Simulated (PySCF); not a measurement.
# CH3FGeO (SMILES F[CH]1[O][GeH2]1) at BP86/6-31G(d) (spherical functions)

What is the vertical ionisation energy of CH3FGeO at BP86/6-31G* (spherical functions)? The job is set up through a Python script.

The results are computed with PySCF 2.14.0.

## Step 1: Starting point

CH3FGeO has 7 atoms, charge 0, and is taken as a singlet. SMILES: `F[CH]1[O][GeH2]1`. The shape is that of a PBE0-D4/def2-TZVP optimisation.

Bond lengths: F1–C2 1.359 Å, C2–O3 1.361 Å, C2–Ge4 1.924 Å, O3–Ge4 1.867 Å, C2–H5 1.092 Å, Ge4–H6 1.528 Å, Ge4–H7 1.525 Å. Some angles: F1–C2–O3 114.5°, F1–C2–Ge4 119.4°, O3–C2–Ge4 66.8°, C2–O3–Ge4 71.2°, C2–Ge4–O3 42.0°, F1–C2–H5 108.9°, O3–C2–H5 117.1°, Ge4–C2–H5 124.0°, C2–Ge4–H6 122.8°, C2–Ge4–H7 119.4°.

## Step 2: A single-point energy at BP86/6-31G(d) (spherical functions)

Contents of geometry.xyz:

```xyz
7

F      0.620300    -1.843500     0.496800
C      0.422600    -0.512700     0.688900
O      1.164100     0.290200    -0.122100
Ge    -0.637600     0.477700    -0.574100
H      0.452300    -0.300800     1.759600
H     -1.088200     1.916400    -0.327200
H     -0.872300    -0.095400    -1.967600
```

Contents of input.py:

```python
# F[CH]1[O][GeH2]1
from pyscf import gto, dft

system = gto.Mole()
system.atom = 'geometry.xyz'
system.spin = 0
system.basis = '6-31g*'
system.charge = 0
system.verbose = 3
system.max_memory = 1860
system.build()

mf = dft.RKS(system)
mf.xc = 'bp86'
mf.grids.level = 4
mf.conv_tol = 1e-10
mf.kernel()
if not mf.converged:
    mf = mf.newton().run(mf.mo_coeff, mf.mo_occ)

energy = mf.e_tot
print('E(%s) = %.9f' % ('BP86', energy))
```

Started as:

```console
OMP_NUM_THREADS=1 python input.py
```

The log of the run:

```text
converged SCF energy = -2291.90515735244
E(BP86) = -2291.905157352
```

Run time: 13 s. Hardware: 1 thread of Arm Neoverse V2, shared host; peak memory 0.41 GiB.

## Step 3: The doublet cation at the same level

Contents of calc.py:

```python
from pyscf import gto, dft

mol = gto.M(
    atom='''
F    0.620300  -1.843500   0.496800
C    0.422600  -0.512700   0.688900
O    1.164100   0.290200  -0.122100
Ge  -0.637600   0.477700  -0.574100
H    0.452300  -0.300800   1.759600
H   -1.088200   1.916400  -0.327200
H   -0.872300  -0.095400  -1.967600
''',
    max_memory=1860,
    spin=1,
    verbose=3,
    charge=1,
    basis='6-31g*',
)

calc0 = dft.UKS(mol, xc='bp86')
calc0.grids.level = 4
calc0.conv_tol = 1e-10
calc0.kernel()
if not calc0.converged:
    calc0 = calc0.newton().run(calc0.mo_coeff, calc0.mo_occ)

etot = calc0.e_tot
print('E(%s) = %.9f' % ('BP86', etot))
```

Started as:

```console
OMP_NUM_THREADS=1 python calc.py
```

The log of the run:

```text
WARN: HOMO -0.274708657212239 >= LUMO -0.274708657212237

converged SCF energy = -2291.56191756002  <S^2> = 0.75147654  2S+1 = 2.001476
E(BP86) = -2291.561917560
```

It took 23 s on 1 thread of Arm Neoverse V2, shared host; peak memory 0.42 GiB.

## Step 4: Results

At BP86/6-31G* (spherical functions):

```
                                          quantity           value
                     singlet CH3FGeO: total energy  -2291.90516 Eh
                    singlet CH3FGeO: dipole moment          2.23 D
                      singlet CH3FGeO: HOMO energy        -5.93 eV
                      singlet CH3FGeO: LUMO energy        -1.80 eV
                    singlet CH3FGeO: HOMO–LUMO gap         4.12 eV
                      doublet cation: total energy  -2291.56192 Eh
doublet cation: HOMO energy (highest over α and β)       -13.69 eV
 doublet cation: LUMO energy (lowest over α and β)       -12.77 eV
                              doublet cation: ⟨S²⟩           0.751
vertical ionisation energy (to the doublet cation)        9.340 eV
```

**Reading.** The vertical ionisation energy comes to 9.34 eV (215 kcal/mol). −ε(HOMO) before ionisation, 5.93 eV, is 3.41 eV below this ionisation energy. Mulliken charges (singlet CH3FGeO) run from -0.46 on O3 to +0.42 on C2; they depend strongly on the basis. Mulliken charges (doublet cation) run from -0.29 on O3 to +0.43 on C2.
